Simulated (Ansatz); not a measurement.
CH6FOPSi, SMILES CO[SiH](F)P: vertical spin-state energies, run with Ansatz 0.2.0 through its Python package.

Script `ch6fopsi.py`:
```python
# -*- coding: utf-8 -*-
import ansatz as az
from ase import Atoms


def main():
    atoms = Atoms(['C', 'O', 'Si', 'F', 'P', 'H', 'H', 'H', 'H', 'H', 'H'], positions=[
        (-1.4889, 0.8654, -0.4982),
        (-0.6378, -0.177, -0.3732),
        (0.8719, 0.1577, 0.1449),
        (0.8734, 1.1141, 1.4408),
        (1.8524, -1.76, 0.7016),
        (-2.4875, 0.5315, -0.8853),
        (-1.7044, 1.3946, 0.459),
        (-1.1323, 1.6634, -1.2417),
        (1.6738, 0.856, -0.8681),
        (1.4625, -2.4747, -0.4068),
        (0.7823, -2.228, 1.5476),
    ])
    geometry = az.Crystal.molecule_from_ase(atoms)

    setup = (
        geometry.calculation()
        .basis(gaussian='def2-TZVP')
        .functional('cam_b3lyp')
    )
    found = {}
    for unpaired in [0, 2]:
        data = setup.spin('collinear', total=unpaired).run().report
        s = unpaired / 2
        found[unpaired] = data['free_energy_ev']
        print(f'2S+1 = {unpaired + 1}: E = {found[unpaired]:.5f} eV, <S^2> = {abs(data["mean_field"]["state"]["spin_squared"]):.3f} (pure state {s * (s + 1):.2f})')
    lowest = min(found, key=found.get)
    for unpaired, e in found.items():
        print(f'multiplicity {unpaired + 1}: {(e - found[lowest]):.3f} eV above the lowest')


if __name__ == '__main__':
    main()
```

Which spin state is lowest at this geometry, and how far above lie the others?

In order: multiplicity 1 (+0.00 eV) and multiplicity 3 (+5.52 eV), all at the one geometry.

The run itself:

```console
$ python ch6fopsi.py
2S+1 = 1: E = -23069.37681 eV, <S^2> = 0.000 (pure state 0.00)
2S+1 = 3: E = -23063.85662 eV, <S^2> = 2.005 (pure state 2.00)
multiplicity 1: 0.000 eV above the lowest
multiplicity 3: 5.520 eV above the lowest
```

Caveats:
- These settings explore the input space; basis and method may be short of convergence.
- The geometry is a force-field or estimated start, not a minimum of this method, and the basis set is short of its limit. All parts are taken at fixed geometry, without zero-point energy.
- Hardware and time: 78 s on 1 thread of Arm Neoverse V1, with other jobs on the host, peak memory 1.1 GiB.

(A comment or docstring line of the script was reworded after the run, the code is as it ran; lines on the test bed's own set-up are left out of the output.)
